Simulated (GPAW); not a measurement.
Runs of GPAW 26.7.0 on Ta3AsAu2O13. Symmetry: P-6, No. 174, hexagonal system. The conventional cell has a = 5.452 Å, b = 5.452 Å, c = 9.579 Å, α = 90.00°, β = 90.00°, γ = 120.00°. Ta (site symmetry 3) has 4 O at 1.86 to 2.04 Å as nearest neighbours. Around Ta (site symmetry -6) lie 6 O at 2.05 Å. As (site symmetry -6) has 6 O at 1.91 Å as nearest neighbours. Au (site symmetry 3) has 6 O at 2.15 to 2.34 Å as nearest neighbours. O (site symmetry -6) has 2 Ta at 1.86 Å as nearest neighbours. Around O (site symmetry 1) lie 1 As at 1.91 Å and 1 Ta at 2.14 Å and 1 Au at 2.15 Å. Around O (site symmetry 1) lie 2 Ta at 2.04 to 2.05 Å and 1 Au at 2.34 Å. The cell was built by a generator and needn't be a form met in nature.

```csv
task,level,k mesh,ranks,band path,band points,mesh quality,gap on the mesh (eV),pressure (GPa),largest force (eV/Å)
single point,PBE+D3(BJ),3 × 3 × 2,-,-,-,coarse,none,-1.2,(a)
electrostatic potential,PBE,4 × 4 × 2,8,-,-,not flagged,none,1.3,0.39
band structure,PBE,4 × 4 × 2,8,"GMKGALHA,LM,KH",100,not flagged,-,1.3,0.39
single point,PBE+D4,3 × 3 × 2,-,-,-,coarse,none,-1.2,0.33
```

Alike in all rows: potentials or basis GPAW PAW data sets (gpaw-data 1.2.1), pw; no spin polarisation; cell as given; cutoff (eV) 800; smearing fermi-dirac 0.05 eV.

Q: Estimate the missing entries.

A: (a) 0.36.

Caveats: some runs use coarse meshes; with this Au data set, volumes or pressures lay over 1.5 % or 2 GPa off other programs in two to four cells of ten; pairwise dispersion overbinds metals, which lowers pressure and volume (some runs); spin-orbit coupling is left out, which moves the levels of the heavy elements (some runs).

A k mesh can miss the band edges, and the runs leave out spin-orbit coupling on As, Au, Ta.

A gap of «none» marks a metal or a gap under the smearing width.
